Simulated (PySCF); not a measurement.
**SiPb: from the state search to spectroscopic constants**

An exercise on one series of results from a longer session: the logs are not shown, and one member is left open.

The runs use PySCF 2.14.0; Si def2-SVPD, Pb def2-SVPD with ECP60, scalar-relativistic core potentials.

Set-up of the first run:

The job is set up so:

| Item | Value |
| --- | --- |
| atoms | Si, Pb |
| charge | 0 |
| basis | Si def2-SVPD, Pb def2-SVPD with ECP60 |
| Hamiltonian | scalar-relativistic core potentials |
| basis functions | 56 |
| electrons treated | 36 |
| masses in u | 27.9769, 207.9766 |
| levels | PBE0, PBE, r²SCAN, M06, B97-3, r²SCANh, HSE06, HF, MP2, SCS-MP2, CCSD, CCSD(T) |
| grid | 80 radial by 434 angular points |
| occupations | held fixed by the projection of orbital angular momentum |
| dissociation limit | Si + Pb, each in its ground configuration |
| starting distance in angstrom | 2.510 |
| values of 2S to try | 0, 2, 4 |

Launch:

```sh
$ OMP_NUM_THREADS=1 python dia.py task.json out
```

Steps of the session up to this table: The job; PBE0 along the bond; Excited determinants; PBE; r²SCAN; M06 (hybrid meta-GGA); B97-3; r²SCANh (hybrid meta-GGA); HSE06; UHF; MP2 and coupled cluster.

One table of the session follows, with a row left open; its other results are not shown here.

Energy (eV) from each level's lowest point:

```
R (Å)    UHF  UHF-MP2  UHF-SCS-MP2  UHF-CCSD  UHF-CCSD(T)
2.230  0.872    0.999        0.979       n/a          n/a
2.334  0.352    0.457        0.441     0.466        0.501
2.437  0.082    0.152        0.141     0.157        0.179
2.515  0.001    0.039        0.033     0.041        0.052
2.593  0.000    0.000        0.000     0.000        0.000
2.671  0.061    0.019        0.025     0.018        0.005
2.775      ?        ?            ?         ?            ?
2.904  0.486    0.313        0.340     0.299        0.242
3.060  0.859    0.783        0.798     0.590        0.495
3.267  1.276    1.526        1.478       n/a          n/a
```

**Question.** Estimate the row for R (Å) = 2.775.

Worked estimate for «UHF». A straight line through the neighbours (2.671, 0.061) and (2.904, 0.486) gives 0.061 + (0.486 − 0.061) × (2.775 − 2.671) / (2.904 − 2.671) = 0.251; a parabola fitted to 4 rows on both sides gives 0.229.

**Answer.** UHF: 0.214; UHF-MP2: 0.111; UHF-SCS-MP2: 0.128; UHF-CCSD: 0.110; UHF-CCSD(T): 0.078. In «UHF» the line misses by +0.037 and the parabola by +0.015.
